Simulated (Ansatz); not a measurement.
# BSBr+ (doublet): energies up the ladder

Wanted for BSBr+ (doublet): energies up the ladder. Charge +1. Spin multiplicity 2.

Method: the levels named in each step, in Ansatz 0.2.0.

**1. The starting structure**

Bond lengths: S1–B2 1.606 Å, B2–Br3 1.813 Å. Angles: S1–B2–Br3 180.0°.

Coordinates:

```xyz
3

S     0.0000    0.0000   -1.6748
B     0.0000    0.0000   -0.0691
Br    0.0000    0.0000    1.7439
```

**2. A rough first relaxation, PBE-D4/def2-SVP**

input.yaml reads:

```yaml
crystal:
  periodic: [false, false, false]
  atoms:
    - { symbol: S, position_ang: [0.0, 0.0, -1.67479] }
    - { symbol: B, position_ang: [0.0, 0.0, -0.06909] }
    - { symbol: Br, position_ang: [0.0, 0.0, 1.74388] }
magnetization:
  spin_polarized: true
  initial_magnetization: 1
total_charge: 1
basis:
  gaussian: { orbitals: def2-SVP }
hamiltonian:
  xc: pbe
  dispersion: d4
relax:
  f_tol: 0.03
  max_steps: 200
```

Started as:

```sh
$ ansatz run input.yaml --threads 2 --pin off --max-ram 5120MiB --backend cpu --events-out ev --progress --plain --runs-dir out
```

The runs that follow: Relaxation, PBE0-D4/def2-TZVPP; Frequencies, PBE0-D4/def2-TZVPP; Single point, PBE-D4/def2-TZVPP; Single point, r2SCAN-D4/def2-TZVPP; Single point, B3LYP-D4/def2-TZVPP; Single point, wB97M-V/def2-TZVPP; Single point, B2PLYP/def2-TZVPP; Single point, LDA/def2-TZVPP; Single point, PBE0-D4/def2-SVP; Single point, PBE-D4/def2-SVP; Single point, CCSD(T)/def2-TZVPP; Single point, CCSD(T)/def2-QZVPP.

Before running it: what results should come out? Wanted: S1–B2 at PBE0-D4/def2-TZVPP; B2–Br3 at PBE0-D4/def2-TZVPP; frequencies at PBE0-D4/def2-TZVPP; energy at CCSD(T)/CBS.

As calculated:

| quantity | value |
| --- | --- |
| S1–B2 at PBE0-D4/def2-TZVPP | 1.690 Å |
| B2–Br3 at PBE0-D4/def2-TZVPP | 1.765 Å |
| frequencies at PBE0-D4/def2-TZVPP | 252 to 1267 cm⁻¹ |
| energy at CCSD(T)/CBS | -81512.221 eV |

**Reading.** No mode is imaginary, so the geometry is a minimum. These totals serve in differences with atoms or fragments at the same level; alone they don't rank the methods.
